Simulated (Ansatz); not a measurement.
## Sr2CuSO2 under changes of volume

One of the cells (17.465 Å³/atom); the others are scaled copies at fixed shape and fractional positions:

```
CELL_PARAMETERS angstrom
3.90234 0.00000 0.00000
0.00000 3.90234 0.00000
0.00000 0.00000 6.88128
ATOMIC_POSITIONS crystal
Sr 0.00000 0.00000 0.75084
Sr 0.00000 0.00000 0.24916
Cu 0.50000 0.50000 0.00000
S 0.50000 0.50000 0.50000
O 0.50000 0.00000 0.00000
O 0.00000 0.50000 0.00000
```

The cell comes from a database or a generator and needn't be the stable form of this composition.

| Quantity | Value |
| --- | --- |
| Program | Ansatz 0.2.0 |
| Functional | PBE |
| Potentials or basis | Ansatz PAW |
| Cutoff | 420 eV (not typed: the program's choice for these potentials) |
| k mesh | 7 × 7 × 4 |
| Occupations | fermi-dirac, width 0.05 eV |
| Spin | no spin polarisation |

```csv
volume (Å³/atom),energy over the lowest point (meV/atom),pressure (GPa),largest force (eV/Å)
16.417,?,?,?
16.766,7.16,3.6,0.125
17.116,1.53,1.6,0.002
17.465,0.00,-0.1,0.111
17.814,2.11,-1.7,0.215
18.164,7.45,-3.1,0.312
18.513,15.77,-4.4,0.401
```

Q: What does the run at 16.417 Å³/atom give?

A: Energy over the lowest point 17.31 meV/atom; pressure 5.8 GPa; largest force 0.258 eV/Å.

Worked out: A Birch-Murnaghan fit of order 3 (a polynomial in V^(-2/3)) to the other rows has its minimum at 17.43 Å³/atom with B0 = V·E''(V) = 84 GPa and B' = 4.4 at fixed shape and positions, which overstates the stiffness. It gives 17.28 meV/atom at 16.417 Å³/atom, against the run's 17.31, and -dE/dV = 5.8 GPa, against 5.8.

Energies are extrapolated to zero smearing.

Caveats: an odd number of electrons without spin polarisation forces a metal; a magnetic or distorted state may lie lower; the run has no spin polarisation, though such a crystal can be magnetic.
